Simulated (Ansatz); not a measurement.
# AlSiNH6O (SMILES O[SiH2][NH][AlH2]) at RPA@PBE/6-31G(d) (spherical functions)

What is the energy change on altering one bond length of AlSiNH6O at RPA@PBE/6-31G* (spherical functions)? 

The results are computed with Ansatz 0.2.0.

130 further runs of the same task are left out: 130 set aside as unsound or not needed. Runs told in other sessions of the task aren't counted.

### Step 1. Starting point

AlSiNH6O: 10 atoms, total charge 0, spin state singlet. SMILES: `O[SiH2][NH][AlH2]`. The shape is that of a PBE0-D4/def2-TZVP optimisation. This is one conformer, not always the lowest.

Bond lengths: O1–Si2 1.650 Å, Si2–N3 1.711 Å, N3–Al4 1.785 Å, O1–H5 0.958 Å, Si2–H6 1.486 Å, Si2–H7 1.491 Å, N3–H8 1.013 Å, Al4–H9 1.580 Å, Al4–H10 1.583 Å. Some angles: O1–Si2–N3 109.6°, Si2–N3–Al4 128.8°, O1–Si2–H6 111.3°, O1–Si2–H7 107.7°, N3–Si2–H6 106.5°, N3–Si2–H7 112.1°, Si2–O1–H5 117.1°, Si2–N3–H8 114.7°, Al4–N3–H8 116.5°, N3–Al4–H9 118.3°.

### Step 2. The energy at RPA@PBE/6-31G(d) (spherical functions)

Input file input.yaml:

```yaml
crystal:
  periodic: [false, false, false]
  atoms:
    - {symbol: O, position_ang: [-1.817400, -0.693800, -1.056500]}
    - {symbol: Si, position_ang: [-0.576600, 0.373900, -0.851600]}
    - {symbol: N, position_ang: [0.693300, -0.382300, 0.009600]}
    - {symbol: Al, position_ang: [1.233300, -0.094800, 1.686300]}
    - {symbol: H, position_ang: [-2.399800, -0.547900, -1.803100]}
    - {symbol: H, position_ang: [-1.000200, 1.543800, -0.039500]}
    - {symbol: H, position_ang: [-0.142800, 0.831300, -2.203200]}
    - {symbol: H, position_ang: [1.159400, -1.127800, -0.493000]}
    - {symbol: H, position_ang: [0.508400, 1.030600, 2.525200]}
    - {symbol: H, position_ang: [2.425400, -0.984200, 2.228700]}
basis:
  gaussian: {orbitals: 6-31G_st_-spherical.json}
hamiltonian: {xc: {name: PBE}}
correlation: {method: rpa, frozen_orbitals: {Al: 5, H: 0, "N": 1, O: 1, Si: 5}}
accuracy: high
```

The basis set 6-31G* is read from a file made from the Basis Set Exchange's data (not shown).

Run with:

```sh
$ ansatz run input.yaml --threads 1 --pin off --max-ram 3480MiB --events-out events.jsonl --progress --plain --runs-dir runs
```

The log of the run:

```text
Warning: RAYON_NUM_THREADS=1 ignored (pool sized by the plan → 1); use --threads N
Functional definition: PBE
  name "PBE"
  parameter kappa = 0.804
  parameter beta = 0.06672455060314922
  exchange = pbe_x(kappa = kappa, mu = beta*pi^2/3)
  correlation = pbe_c(beta = beta)
1750 factors; integrals over basis functions are off by at most 4.4e-9 eV
mean field evaluation 1: about -18084.3100 eV, gradient 8.3e1 eV
mean field evaluation 2: about -18084.2959 eV, gradient 8.3e1 eV
mean field evaluation 4: about -18096.5945 eV, gradient 2.0e1 eV
mean field evaluation 8: about -18097.9684 eV, gradient 7.7e-1 eV
mean field evaluation 16: about -18097.9680 eV, gradient 5.4e-5 eV
mean field -18097.96797676 eV, -665.0880559028 hartree, gradient 6.6e-8 eV, S^2 0.000000; 0 other end points of the search recorded, 0 dependent functions left out
12 core orbitals not correlated: weight in the atoms' cores, before any rotation towards them, 1.000 or more for the frozen orbitals, at most 0.000 for the correlated occupied ones
reference -18059.42085035 eV, -663.6714751352 hartree; 12, 12 occupied and 52, 52 virtual orbitals, 1750 factors
Total energy: -18080.49112970 eV, -664.4457936195 hartree
```

Run time: 9.6 s. Hardware: 1 thread of Arm Neoverse V2, shared host; peak memory 0.25 GiB.

### Step 3. The distorted shape at the same level

Input file molecule.yaml:

```yaml
basis:
  gaussian:
    orbitals: 6-31G_st_-spherical.json
crystal:
  periodic: [false, false, false]
  atoms:
    - {symbol: O, position_ang: [-1.957252, -0.470114, -0.905696]}
    - {symbol: Si, position_ang: [-0.716452, 0.597586, -0.700796]}
    - {symbol: N, position_ang: [0.553448, -0.158614, 0.160404]}
    - {symbol: Al, position_ang: [1.093448, 0.128886, 1.837104]}
    - {symbol: H, position_ang: [-2.539652, -0.324214, -1.652296]}
    - {symbol: H, position_ang: [-1.140052, 1.767486, 0.111304]}
    - {symbol: H, position_ang: [-0.282652, 1.054986, -2.052396]}
    - {symbol: H, position_ang: [1.159400, -1.127800, -0.493000]}
    - {symbol: H, position_ang: [0.368548, 1.254286, 2.676004]}
    - {symbol: H, position_ang: [2.285548, -0.760514, 2.379504]}
correlation:
  method: rpa
  frozen_orbitals: {Al: 5, H: 0, "N": 1, O: 1, Si: 5}
accuracy: high
hamiltonian:
  xc: {name: PBE}
```

The basis set 6-31G* is read from a file made from the Basis Set Exchange's data (not shown).

Run with:

```sh
$ ansatz run molecule.yaml --threads 1 --pin off --max-ram 3480MiB --events-out events.jsonl --progress --plain --runs-dir runs
```

The log of the run (excerpt; [...] marks lines left out):

```text
Warning: RAYON_NUM_THREADS=1 ignored (pool sized by the plan → 1); use --threads N
[... 2 set-up lines as earlier in the session ...]
[...]
1753 factors; integrals over basis functions are off by at most 5.2e-9 eV
[...]
mean field -18096.98178225 eV, -665.0518139228 hartree, gradient 4.3e-8 eV, S^2 0.000000; 0 other end points of the search recorded, 0 dependent functions left out
12 core orbitals not correlated: weight in the atoms' cores, before any rotation towards them, 1.000 or more for the frozen orbitals, at most 0.000 for the correlated occupied ones
reference -18058.02981631 eV, -663.6203555772 hartree; 12, 12 occupied and 52, 52 virtual orbitals, 1753 factors
Total energy: -18079.51639071 eV, -664.4099726221 hartree
```

Wall time 9.6 s (1 thread of Arm Neoverse V2, shared host); peak memory 0.25 GiB.

### Step 4. What came out

Level: RPA@PBE/6-31G* (spherical functions), 12 core orbitals frozen.

```
                                                         quantity          value
                                        first shape: total energy  -664.44579 Eh
                    first shape: RPA correlation energy (valence)     -774.3 mEh
                                    distorted shape: total energy  -664.40997 Eh
                distorted shape: RPA correlation energy (valence)     -789.6 mEh
energy change with the N3–H8 bond stretched from 1.013 to 1.317 Å       0.975 eV
```

In words: With the N3–H8 bond stretched from 1.013 to 1.317 Å the energy rises by 0.97 eV (94.0 kJ/mol). The first shape isn't relaxed at this level, so the change isn't measured from a minimum.
